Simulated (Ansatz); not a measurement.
**CH₈O₄Si₂: up Jacob's ladder to CCSD(T)**

How much do the methods differ for CH₈O₄Si₂? The plan is to run it at one geometry with functionals of several rungs and with coupled cluster, and see how far each lands from CCSD(T) at the basis-set limit for the atomisation energy.

Program: Ansatz 0.2.0, Gaussian basis. Level of theory: functionals in def2-TZVPP, the program's frozen cores in correlated methods. These are calculated values, not measurements.

Plan: PBE-D4, r2SCAN-D4, PBE0-D4, B3LYP-D4, ωB97X-V, ωB97M-V, B2PLYP; CCSD(T)/def2-TZVPP; MP2/def2-QZVPP; extrapolation to the limit.

## 1. The relaxed structure

The geometry comes from an earlier relaxation with PBE0-D4 in a triple-zeta def2 set; it is a stationary point, not always the lowest conformer.

SMILES `CO[SiH](O)O[SiH2]O`, 15 atoms, charge 0, spin multiplicity 1.

Atoms are counted from 1 here; the program's logs count them from 0.

Bond lengths: C1–O2 1.415 Å, C1–H8 1.093 Å, C1–H9 1.091 Å, C1–H10 1.095 Å, O2–Si3 1.638 Å, Si3–O4 1.633 Å, Si3–O5 1.618 Å, Si3–H11 1.478 Å, O4–H12 0.957 Å, O5–Si6 1.647 Å, Si6–O7 1.634 Å, Si6–H13 1.485 Å, Si6–H14 1.478 Å, O7–H15 0.964 Å. Angles: O2–C1–H8 111.0°, O2–C1–H9 108.2°, O2–C1–H10 111.1°, H8–C1–H9 109.0°, H8–C1–H10 109.0°, H9–C1–H10 108.5°, C1–O2–Si3 123.7°, O2–Si3–O4 106.4°, O2–Si3–O5 106.1°, O2–Si3–H11 112.0°, O4–Si3–O5 113.3°, O4–Si3–H11 110.0°, O5–Si3–H11 109.1°, Si3–O4–H12 118.8°, Si3–O5–Si6 136.4°, O5–Si6–O7 110.1°, O5–Si6–H13 107.5°, O5–Si6–H14 108.8° and more.

## 2. PBE-D4 (GGA)

Contents of in.yaml:

```yaml
crystal:
  periodic: [false, false, false]
  atoms:
    - {symbol: C, position_ang: [-0.155451, 2.322753, -0.132167]}
    - {symbol: O, position_ang: [0.143825, 0.955025, 0.072407]}
    - {symbol: Si, position_ang: [-0.986650, -0.180740, 0.411943]}
    - {symbol: O, position_ang: [-2.144903, -0.033115, -0.729312]}
    - {symbol: O, position_ang: [-0.219501, -1.604560, 0.363284]}
    - {symbol: Si, position_ang: [1.274963, -2.139763, -0.074421]}
    - {symbol: O, position_ang: [2.390734, -0.977287, 0.199455]}
    - {symbol: H, position_ang: [-0.869315, 2.449262, -0.950054]}
    - {symbol: H, position_ang: [0.770841, 2.839183, -0.386414]}
    - {symbol: H, position_ang: [-0.568070, 2.776194, 0.774906]}
    - {symbol: H, position_ang: [-1.574064, 0.006805, 1.755383]}
    - {symbol: H, position_ang: [-2.968358, -0.508050, -0.614585]}
    - {symbol: H, position_ang: [1.211575, -2.517522, -1.508683]}
    - {symbol: H, position_ang: [1.627027, -3.307890, 0.760519]}
    - {symbol: H, position_ang: [2.067357, -0.080294, 0.057739]}
basis:
  gaussian: {orbitals: def2-TZVPP}
hamiltonian: {xc: pbe, dispersion: d4}
output: {forces: true, orbitals: {seedname: orbitals}}
```

On the command line:

```sh
$ ansatz run in.yaml --threads 2 --pin off --events-out ev --progress --plain --max-ram 22528MiB --backend cuda --devices 0, --max-vram 18GiB
```

Further steps of the session: r2SCAN-D4 (meta-GGA); PBE0-D4 (hybrid); B3LYP-D4 (hybrid); ωB97X-V (range-separated); ωB97M-V (range-separated); B2PLYP (double hybrid); CCSD(T) in def2-TZVPP; MP2 in def2-QZVPP.

**Question.** What will the summary of the whole plan be? Wanted: atomisation energy, CCSD(T)/CBS; farthest; mean size of error, hybrid; mean size of error, range-separated; gap, smallest and largest; T1 diagnostic; triples share of the correlation energy.

The runs gave:

| quantity | value |
| --- | --- |
| atomisation energy, CCSD(T)/CBS | 1421.4 kcal/mol |
| functionals within 7.1 kcal/mol (0.5 %) | PBE-D4, ωB97X-V, ωB97M-V |
| farthest | PBE0-D4 (-26.0 kcal/mol) |
| mean size of error, hybrid | 20.1 kcal/mol |
| mean size of error, range-separated | 4.2 kcal/mol |
| gap, smallest and largest | 6.67 eV (PBE-D4), 13.41 eV (ωB97X-V) |
| T1 diagnostic | 0.0117 |
| triples share of the correlation energy | 3.4 % |

**Reading.** PBE-D4 is off by +0.3 kcal/mol. Double hybrids carry the basis error of their MP2 part in triple zeta, and no dispersion term here, so their miss is partly the set-up's. The reference freezes the cores and leaves out relativity and excitations past (T), so misses under about 7.1 kcal/mol can't be ranked. Hartree-Fock recovers 72 % of the binding; the rest is correlation. Orbital gaps span 6.7 to 13.4 eV; exact exchange widens them.
